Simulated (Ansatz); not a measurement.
# Be5Au: further runs on the relaxed cell

The task here is to estimate one member of a computed series from the others.

Method: DFT r2SCAN, scalar-relativistic, plane waves, PAW, in Ansatz 0.2.0.

1 further run of the same task is left out (set aside as unsound or not needed). Runs told in other sessions of the task aren't counted.

**Starting point**

The structure is cubic, space group F-43m (No. 216). The conventional cell has a = 6.098 Å, b = 6.098 Å, c = 6.098 Å, α = 90.00°, β = 90.00°, γ = 90.00°. Around Be (site symmetry 3m) lie 9 Be at 2.15 to 2.53 Å and 3 Au at 2.53 Å. Around Be (site symmetry -43m) lie 12 Be at 2.53 Å and 4 Au at 2.64 Å. Around Au (site symmetry -43m) lie 16 Be at 2.53 to 2.64 Å.

As a file:

```cif
data_structure
_symmetry_space_group_name_H-M 'F-43m'
_symmetry_Int_Tables_number 216
_cell_length_a 6.0975
_cell_length_b 6.0975
_cell_length_c 6.0975
_cell_angle_alpha 90.000
_cell_angle_beta 90.000
_cell_angle_gamma 90.000
_cell_volume 226.71
loop_
_atom_site_label
_atom_site_type_symbol
_atom_site_symmetry_multiplicity
_atom_site_Wyckoff_symbol
_atom_site_fract_x
_atom_site_fract_y
_atom_site_fract_z
_atom_site_occupancy
Be1 Be 16 e 0.12472 0.37528 0.12472 1
Be2 Be 4 d 0.25000 0.25000 0.75000 1
Au1 Au 4 a 0.00000 0.00000 0.00000 1
```

This cell was relaxed beforehand with the same method: volume 9.45 Å³/atom, gap on the mesh none (metal).

Set-up of the first run:

Input file input.yaml:

```yaml
crystal:
  lattice:
    - [0.0, 3.0179755154, 3.0179755154]
    - [3.0179755154, 0.0, 3.0179755154]
    - [3.0179755154, 3.0179755154, 0.0]
  atoms:
    - { symbol: Be, position: [0.6247226446, 0.6247226446, 0.6247226446] }
    - { symbol: Be, position: [0.1258320663, 0.6247226446, 0.6247226446] }
    - { symbol: Be, position: [0.6247226446, 0.6247226446, 0.1258320663] }
    - { symbol: Be, position: [0.6247226446, 0.1258320663, 0.6247226446] }
    - { symbol: Be, position: [0.25, 0.25, 0.25] }
    - { symbol: Au, position: [0.0, 0.0, 0.0] }
basis:
  ecutwfc: 500
kpoints:
  mp_grid: { grid: [10, 10, 10] }
hamiltonian:
  xc: r2scan
scf:
  occupations: { method: gaussian, width: 0.1 }
output:
  forces: true
  stress: true
  eigenvalues: true
relax:
  adjacent_minimum: "off"
  f_tol: 0.01
  max_steps: 30
```

Started as:

```console
> ansatz run input.yaml --threads 1 --pin off --max-ram 2560MiB --backend cpu --events-out ev --progress --plain --runs-dir out
```

Steps of the session up to this table: Volume × 0.97; The cell scaled to 1.03 of its volume; The cell scaled to 0.94 of its volume; Volume × 1.06; Point at V/V0 = 0.91; The cell scaled to 1.10 of its volume; The cell scaled to 0.88 of its volume.

One of the session's tables, all rows but one given; the rest of the session is left out.

It belongs to the step «Fit of the equation of state». 

| volume (Å³/atom) | energy above the lowest point (meV/atom) | pressure (GPa) |
| --- | --- | --- |
| 8.313 | 75.6 | 23.69 |
| 8.596 | 40.3 | 16.38 |
| 8.879 | 17.0 | 10.10 |
| 9.163 | 4.1 | 4.68 |
| 9.446 | 0.0 | 0.01 |
| 9.730 | 3.6 | -4.03 |
| 10.013 | ? | ? |
| 10.391 | 36.4 | -11.43 |

Q: Estimate the row for volume (Å³/atom) = 10.013 from the others.

Worked estimate for «energy above the lowest point (meV/atom)». A straight line through the neighbours (9.730, 3.6) and (10.391, 36.4) gives 3.6 + (36.4 − 3.6) × (10.013 − 9.730) / (10.391 − 9.730) = 17.6; a parabola fitted to 3 rows on both sides gives 13.5.

**Answer.** energy above the lowest point (meV/atom): 13.9; pressure (GPa): -7.51. In «energy above the lowest point (meV/atom)» the line misses by +3.7 and the parabola by -0.4.

Limits of these values: Warnings in the runs' records: stress scf threshold loose.
